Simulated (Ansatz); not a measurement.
**C2H3F3 (1,1,1-trifluoroethane) at BLYP/cc-pVDZ**

Aim: the electronic atomisation energy of C2H3F3 (1,1,1-trifluoroethane) at BLYP/cc-pVDZ, from 4 runs. 

The results are computed with Ansatz 0.2.0.

53 further runs of the same task are left out: 1 that didn't finish, 52 set aside as unsound or not needed.

### 1 The molecule

C2H3F3 has 8 atoms, charge 0, and is taken as a singlet. SMILES: `CC(F)(F)F`. The shape is that of a PBE0-D4/def2-TZVP optimisation.

Bond lengths: C1–C2 1.497 Å, C2–F3 1.341 Å, C2–F4 1.341 Å, C2–F5 1.341 Å, C1–H6 1.089 Å, C1–H7 1.089 Å, C1–H8 1.089 Å. Some angles: C1–C2–F3 111.8°, C1–C2–F4 111.8°, C1–C2–F5 111.8°, F3–C2–F4 107.1°, F3–C2–F5 107.1°, F4–C2–F5 107.1°, C2–C1–H6 109.3°, C2–C1–H7 109.3°, C2–C1–H8 109.3°, H6–C1–H7 109.7°.

### 2 A single-point energy at BLYP/cc-pVDZ

File run.yaml:

```yaml
crystal:
  periodic: [false, false, false]
  atoms:
    - {symbol: C, position_ang: [-0.615400, -0.141500, 0.471500]}
    - {symbol: C, position_ang: [0.557600, 0.109900, -0.423700]}
    - {symbol: F, position_ang: [1.692800, -0.382000, 0.093900]}
    - {symbol: F, position_ang: [0.395200, -0.458200, -1.627700]}
    - {symbol: F, position_ang: [0.754200, 1.420300, -0.629900]}
    - {symbol: H, position_ang: [-0.441600, 0.335800, 1.434900]}
    - {symbol: H, position_ang: [-0.738000, -1.214600, 0.611200]}
    - {symbol: H, position_ang: [-1.512600, 0.273100, 0.014000]}
basis:
  gaussian:
    orbitals: cc-pVDZ
hamiltonian:
  xc: {name: BLYP}
accuracy: high
output: {orbitals: {seedname: orbitals}}
```

Command:

```console
ansatz run run.yaml --threads 1 --pin off --max-ram 3480MiB --events-out events.jsonl --progress --plain --runs-dir runs
```

What it wrote:

```text
Warning: RAYON_NUM_THREADS=1 ignored (pool sized by the plan → 1); use --threads N
Functional definition: BLYP
  name "BLYP"
  parameter beta = 0.0042
  parameter a = 0.04918
  parameter b = 0.132
  parameter c = 0.2533
  parameter d = 0.349
  exchange = b88_x(beta = beta)
  correlation = lyp_c(a = a, b = b, c = c, d = d)
1960 factors; integrals over basis functions are off by at most 3.2e-9 eV
mean field evaluation 1: about -10266.1591 eV, gradient 5.7e1 eV
mean field evaluation 2: about -10260.4762 eV, gradient 7.5e1 eV
mean field evaluation 4: about -10272.4306 eV, gradient 3.9e0 eV
mean field evaluation 8: about -10272.4502 eV, gradient 1.4e-1 eV
mean field evaluation 16: about -10272.4502 eV, gradient 5.2e-6 eV
mean field -10272.45021882 eV, -377.5055826247 hartree, gradient 7.9e-8 eV, S^2 0.000000; 0 other end points of the search recorded, 0 dependent functions left out
reference -10272.45026025 eV, -377.5055841471 hartree; 21, 21 occupied and 64, 64 virtual orbitals, 1960 factors
Total energy: -10272.45026025 eV, -377.5055841471 hartree
```

It took 6 s on 1 thread of Arm Neoverse V1, shared host; peak memory 0.21 GiB.

### 3 The C atom at the same level

File in.yaml:

```yaml
crystal:
  periodic: [false, false, false]
  atoms:
    - symbol: C
      position_ang: [0.000000, 0.000000, 0.000000]
basis:
  gaussian: {orbitals: cc-pVDZ}
accuracy: high
hamiltonian: {xc: {name: BLYP}}
magnetization: {spin_polarized: true, initial_magnetization: 2}
```

Run the same way, it converges to -37.83784 Eh (log not shown).

### 4 The F atom, same level

File in.yaml:

```yaml
crystal:
  periodic: [false, false, false]
  atoms:
    - {symbol: F, position_ang: [0.000000, 0.000000, 0.000000]}
basis:
  gaussian: {orbitals: cc-pVDZ}
magnetization: {spin_polarized: true, initial_magnetization: 1}
hamiltonian: {xc: {name: BLYP}}
accuracy: high
```

Run the same way, it converges to -99.71336 Eh (log not shown).

### 5 The H atom at the same level

File in.yaml:

```yaml
crystal:
  periodic: [false, false, false]
  atoms:
    - {symbol: H, position_ang: [0.000000, 0.000000, 0.000000]}
basis:
  gaussian:
    orbitals: cc-pVDZ
magnetization:
  spin_polarized: true
  initial_magnetization: 1
hamiltonian:
  xc: {name: BLYP}
accuracy: high
```

Command:

```console
ansatz run in.yaml --threads 1 --pin off --max-ram 3480MiB --events-out events.jsonl --progress --plain --runs-dir runs
```

What it wrote, shortened:

```text
Warning: RAYON_NUM_THREADS=1 ignored (pool sized by the plan → 1); use --threads N
[... 9 set-up lines as earlier in the session ...]
15 factors; integrals over basis functions are off by at most 4.6e-8 eV
mean field evaluation 1: about -13.5051 eV, gradient 4.7e-1 eV
mean field evaluation 2: about -13.5079 eV, gradient 5.7e-2 eV
mean field evaluation 4: about -13.5078 eV, gradient 4.7e-5 eV
mean field evaluation 8: about -13.5078 eV, gradient 8.0e-9 eV
mean field -13.50779466 eV, -0.4964022977 hartree, gradient 8.0e-9 eV, S^2 0.750000; 0 other end points of the search recorded, 0 dependent functions left out
reference -13.50782071 eV, -0.4964032550 hartree; 1, 0 occupied and 4, 5 virtual orbitals, 15 factors
Total energy: -13.50782071 eV, -0.4964032550 hartree
```

Run time: 0.12 s. Hardware: 1 thread of Arm Neoverse V1, shared host.

### 6 Results

At BLYP/cc-pVDZ:

| quantity | value |
| --- | --- |
| molecule: total energy | -377.50558 Eh |
| molecule: HOMO energy | -8.56 eV |
| molecule: LUMO energy | 1.31 eV |
| molecule: HOMO–LUMO gap | 9.87 eV |
| C atom: total energy | -37.83784 Eh |
| C atom: ⟨S²⟩ | 2.002 |
| F atom: total energy | -99.71336 Eh |
| F atom: ⟨S²⟩ | 0.751 |
| H atom: total energy | -0.49640 Eh |
| H atom: ⟨S²⟩ | 0.750 |
| electronic atomisation energy | 32.671 eV |

Taking the molecule apart into free atoms costs 32.67 eV (753 kcal/mol), before zero-point energy and without spin-orbit coupling.
